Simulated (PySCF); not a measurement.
# A diatomic session: CaSi−

One table from this session's results is given with a row withheld; the runs are named, their logs left out.

Program: PySCF 2.14.0. Level of theory: Ca aug-pcseg-1, Si aug-pcseg-1, no relativity. These are calculated values, not measurements.

1 further run of the same task is left out (set aside as unsound or not needed).

The first run:

Settings of the job:

* atoms: Ca, Si
* charge: -1
* basis: Ca aug-pcseg-1, Si aug-pcseg-1
* Hamiltonian: no relativity
* basis functions: 60
* electrons treated: 35
* masses in u: 39.9626, 27.9769
* levels: PBE0, PBE, r²SCAN, BHandHLYP, B3LYP, BP86, HF, MP2, SCS-MP2, CCSD, CCSD(T)
* grid: 80 radial by 434 angular points
* occupations: held fixed by the projection of orbital angular momentum
* dissociation limit: Ca + Si−, each in its ground configuration
* starting distance in angstrom: 2.805
* values of 2S to try: 1, 3

Run with:

```sh
$ OMP_NUM_THREADS=1 python dia.py task.json out
```

Steps of the session up to this table: Set-up; First curve: PBE0; Higher solutions at PBE0; PBE (GGA); r²SCAN (meta-GGA); BHandHLYP; B3LYP (global hybrid GGA); BP86; UHF (mean field); MP2 and coupled cluster.

One table of the session follows, with a row left open; its other results are not shown here.

```
      level  Re (Å)  ωe (cm⁻¹)  De (eV)
        UHF       ?          ?        ?
    UHF-MP2   3.085      191.3     1.07
UHF-SCS-MP2   3.093      190.9     1.04
   UHF-CCSD   3.099      187.6     1.11
UHF-CCSD(T)   3.086      191.3     1.15
        PBE   2.897      227.9     1.46
       BP86   2.896      228.0     1.42
     r²SCAN   2.911      225.7     1.49
      B3LYP   2.947      211.5     1.19
       PBE0   2.938      215.8     1.35
  BHandHLYP   3.001      199.2     1.10
```

Estimate the missing values for UHF.

**Answer.** Re (Å): 3.165; ωe (cm⁻¹): 170.0; De (eV): 0.92. In the column «Re (Å)» it is the highest.
